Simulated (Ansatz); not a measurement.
# AlH8NSSi2: a ladder of functionals and wavefunction methods

Aim: compute AlH8NSSi2 with functionals from several rungs and with coupled cluster, and see how far each lands from CCSD(T) at the basis-set limit for the atomisation energy.

The runs use Ansatz 0.2.0, Gaussian basis; functionals in def2-TZVPP, the program's frozen cores in correlated methods.

Plan: PBE-D4, r2SCAN-D4, PBE0-D4, B3LYP-D4, ωB97X-V, ωB97M-V, B2PLYP; CCSD(T)/def2-TZVPP; MP2/def2-QZVPP; extrapolation to the limit.

## Step 1: The geometry

The geometry comes from an earlier relaxation with PBE0-D4 in a triple-zeta def2 set; it is a stationary point, not always the lowest conformer.

SMILES `N[SiH2][AlH][S][SiH3]`, 13 atoms, charge 0, spin multiplicity 1.

Atoms are counted from 1 here; the program's logs count them from 0.

Bond lengths: N1–Si2 1.732 Å, N1–H6 1.008 Å, N1–H7 1.009 Å, Si2–Al3 2.444 Å, Si2–H8 1.501 Å, Si2–H9 1.492 Å, Al3–S4 2.267 Å, Al3–H10 1.584 Å, S4–Si5 2.091 Å, Si5–H11 1.479 Å, Si5–H12 1.551 Å, Si5–H13 1.481 Å. Angles: Si2–N1–H6 120.5°, Si2–N1–H7 117.7°, H6–N1–H7 110.9°, N1–Si2–Al3 102.9°, N1–Si2–H8 115.3°, N1–Si2–H9 107.6°, Al3–Si2–H8 112.8°, Al3–Si2–H9 113.3°, H8–Si2–H9 105.0°, Si2–Al3–S4 110.5°, Si2–Al3–H10 131.8°, S4–Al3–H10 117.0°, Al3–S4–Si5 76.0°, S4–Si5–H11 116.5°, S4–Si5–H12 102.3°, S4–Si5–H13 115.6°, H11–Si5–H12 104.8°, H11–Si5–H13 111.5° and more.

## Step 2: PBE-D4 (GGA)

File in.yaml:

```yaml
crystal:
  periodic: [false, false, false]
  atoms:
    - {symbol: N, position_ang: [-0.891158, -0.802986, 1.566398]}
    - {symbol: Si, position_ang: [0.638180, -1.423330, 1.040671]}
    - {symbol: Al, position_ang: [0.887427, -0.445154, -1.185464]}
    - {symbol: S, position_ang: [-1.140379, 0.081467, -2.050751]}
    - {symbol: Si, position_ang: [-0.513619, 1.848023, -1.122960]}
    - {symbol: H, position_ang: [-1.226748, -0.990427, 2.498470]}
    - {symbol: H, position_ang: [-1.651386, -0.805361, 0.903199]}
    - {symbol: H, position_ang: [0.756741, -2.919244, 1.036021]}
    - {symbol: H, position_ang: [1.671724, -0.956634, 2.010454]}
    - {symbol: H, position_ang: [2.133306, -0.334894, -2.157173]}
    - {symbol: H, position_ang: [-1.307174, 2.300794, 0.040490]}
    - {symbol: H, position_ang: [0.860502, 1.441375, -0.529918]}
    - {symbol: H, position_ang: [-0.197217, 2.971673, -2.034638]}
basis:
  gaussian: {orbitals: def2-TZVPP}
hamiltonian: {xc: pbe, dispersion: d4}
output: {forces: true, orbitals: {seedname: orbitals}}
```

The run is started by

```sh
$ ansatz run in.yaml --threads 4 --pin off --events-out ev --progress --plain --max-ram 10444MiB
```

The runs that follow: r2SCAN-D4 (meta-GGA); PBE0-D4 (hybrid); B3LYP-D4 (hybrid); ωB97X-V (range-separated); ωB97M-V (range-separated); B2PLYP (double hybrid); CCSD(T) in def2-TZVPP; MP2 in def2-QZVPP.

**Question.** What will the summary of the whole plan be? Wanted: atomisation energy, CCSD(T)/CBS; farthest; mean size of error, hybrid; mean size of error, range-separated; gap, smallest and largest; T1 diagnostic; triples share of the correlation energy.

As calculated:

| quantity | value |
| --- | --- |
| atomisation energy, CCSD(T)/CBS | 944.3 kcal/mol |
| functionals within 4.7 kcal/mol (0.5 %) | PBE-D4, r2SCAN-D4, ωB97M-V |
| farthest | B2PLYP (-20.1 kcal/mol) |
| mean size of error, hybrid | 7.8 kcal/mol |
| mean size of error, range-separated | 4.5 kcal/mol |
| gap, smallest and largest | 3.88 eV (PBE-D4), 9.98 eV (ωB97X-V) |
| T1 diagnostic | 0.0119 |
| triples share of the correlation energy | 3.9 % |

**Reading.** PBE-D4 misses by -4.2 kcal/mol. Double hybrids carry the basis error of their MP2 part in triple zeta, and no dispersion term here, so their miss is partly the set-up's. The reference freezes the cores and leaves out relativity and excitations past (T), so misses under about 4.7 kcal/mol can't be ranked. Hartree-Fock recovers 72 % of the binding; the rest is correlation. The gap grows from 3.9 to 10.0 eV across the functionals, mostly with the share of exact exchange.
